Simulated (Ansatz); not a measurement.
**AsH2S radical (SMILES [S][AsH2]): one structure at several levels**

An exercise on one series of results from a longer session: the logs are not shown, and one member is left open.

Method: single points in def2-TZVPP; program: Ansatz 0.2.0, Gaussian basis.

Cores are frozen in the correlated methods. Filled d shells of the heavier atoms are correlated. Orbitals are unrestricted.

## Where the work starts

SMILES `[S][AsH2]`, 4 atoms, charge 0, spin multiplicity 2.

Atoms are counted from 1 here; the program's logs count them from 0.

Bond lengths: S1–As2 2.287 Å, As2–H3 1.555 Å, As2–H4 1.521 Å. Angles: S1–As2–H3 94.9°, S1–As2–H4 100.4°, H3–As2–H4 89.3°.

Coordinates:

```
S    -1.6568    0.1255    0.9400
As    0.1937   -0.6690   -0.1441
H     0.1467    0.3897   -1.2822
H     1.2836    0.1422    0.5406
```

The first run:

The input, run/in.yaml:

```yaml
crystal:
  periodic: [false, false, false]
  atoms:
    - {symbol: S, position_ang: [-1.656800, 0.125500, 0.940000]}
    - {symbol: As, position_ang: [0.193700, -0.669000, -0.144100]}
    - {symbol: H, position_ang: [0.146700, 0.389700, -1.282200]}
    - {symbol: H, position_ang: [1.283600, 0.142200, 0.540600]}
basis:
  gaussian: {orbitals: def2-TZVPP}
magnetization: {spin_polarized: true, initial_magnetization: 1}
correlation: {method: ccsd_t}
scf: {omitted_lower_state_checks: [cluster_reference]}
output: {forces: true}
```

No record of the launch command was kept for these runs.

Steps of the session up to this table: CCSD(T)/def2-TZVPP; PBE0-D4/def2-TZVPP; wB97M-V/def2-TZVPP; r2SCAN-D4/def2-TZVPP; PBE-D4/def2-TZVPP; BHLYP-D4/def2-TZVPP; CAM-B3LYP-D4/def2-TZVPP.

One of the session's tables, all rows but one given; the rest of the session is left out.

| method | RMS force component (eV/Å) | angle to CCSD(T) forces (°) | dipole (D) |
| --- | --- | --- | --- |
| CCSD(T) | 0.550 | reference | 1.51 |
| PBE0-D4 | 0.613 | 10.0 | 1.67 |
| wB97M-V | 0.605 | 4.5 | 1.61 |
| r2SCAN-D4 | 0.609 | 9.3 | 1.71 |
| PBE-D4 | 0.551 | 21.8 | 1.80 |
| BHLYP-D4 | 0.595 | 4.5 | 1.59 |
| CAM-B3LYP-D4 | ? | ? | ? |

Estimate the missing values for CAM-B3LYP-D4.

The run gave: RMS force component (eV/Å): 0.581; angle to CCSD(T) forces (°): 2.1; dipole (D): 1.64. In the column «RMS force component (eV/Å)» it lies between PBE-D4 (0.551) and BHLYP-D4 (0.595).
